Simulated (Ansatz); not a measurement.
What does this script print? It uses the Ansatz DFT code, driven from Python.

Script `opt_c2h6fnosi.py`:
```python
"""Geometry optimisation of C2H6FNOSi."""

import ansatz as az
import numpy as np

params = {
    "basis": "def2-SVP",
    "functional": "b3lyp",
}

GEOMETRY = """
O     1.38010   -1.14850    1.61240
C     0.39060   -1.62380    1.01120
N    -0.61260   -0.93800    0.32550
C    -0.53710    0.51350    0.28920
F    -1.90690    0.83690    0.03730
Si    0.44640    1.23130   -1.06250
H     0.27450   -2.71060    0.96880
H    -1.30100   -1.41960   -0.11020
H    -0.32790    0.92300    1.31340
H     1.89150    0.88880   -0.87500
H     0.02610    0.68390   -2.37200
H     0.35320    2.70800   -1.10410
"""


def main() -> None:
    c2h6fnosi = az.Crystal.molecule()
    for line in GEOMETRY.strip().splitlines():
        symbol, *xyz = line.split()
        c2h6fnosi = c2h6fnosi.atom(symbol, [float(v) for v in xyz])

    base = c2h6fnosi.calculation().basis(gaussian=params["basis"]).functional(params["functional"])
    symbols = [site.symbol for site in c2h6fnosi.cartesian_sites]
    start = np.array([site.position_ang for site in c2h6fnosi.cartesian_sites], dtype=float)
    rep = base.relax(force_tolerance=0.005).run().report
    end = np.array(rep["positions_ang"])

    for key in ("converged", "free_energy_ev", "reference_energy_ev", "n_frozen", "n_occupied", "n_virtual"):
        print(f"{key:22s} {rep[key]}")

    print("final positions (A) and the move of each atom")
    for symbol, xyz, old in zip(symbols, end, start):
        print(f"{symbol:2s} {xyz[0]:10.5f} {xyz[1]:10.5f} {xyz[2]:10.5f}   {np.linalg.norm(xyz - old):7.4f}")


if __name__ == "__main__":
    main()
```

`python opt_c2h6fnosi.py` gives:
```text
converged              True
free_energy_ev         -16294.803469423803
reference_energy_ev    -16294.803469423803
n_frozen               0
n_occupied             [28, 28]
n_virtual              [90, 90]
final positions (A) and the move of each atom
O     0.45618   -1.31412    2.39128    1.2197
C     0.11674   -1.73429    1.31196    0.4215
N    -0.20022   -0.95220    0.22112    0.4256
C    -0.30209    0.46907    0.29273    0.2392
F    -1.64047    0.86360    0.45528    0.4964
Si    0.35432    1.36109   -1.27353    0.2643
H     0.05067   -2.82363    1.07341    0.2717
H    -0.54036   -1.42640   -0.61006    0.9102
H     0.24103    0.77380    1.20188    0.5987
H     1.81839    1.11791   -1.40874    0.5854
H    -0.35806    0.79128   -2.45431    0.4073
H     0.08076    2.81880   -1.16703    0.3008
```

What to keep in mind:
- Total energies depend on the basis set; only differences at equal settings carry meaning.
- The end point is the stationary point reached from this start; no frequency run checks that it is a minimum, and the basis set is modest.
- b3lyp holds the VWN-RPA fit, as in Gaussian; the form of ORCA and Turbomole is b3lyp5.
- Hardware and time: 64 s on 1 thread of Intel(R) Xeon(R) 6975P-C (Granite Rapids), with other jobs on the host, peak memory 0.36 GiB.

(Lines on the test bed's own set-up are left out of the output.)
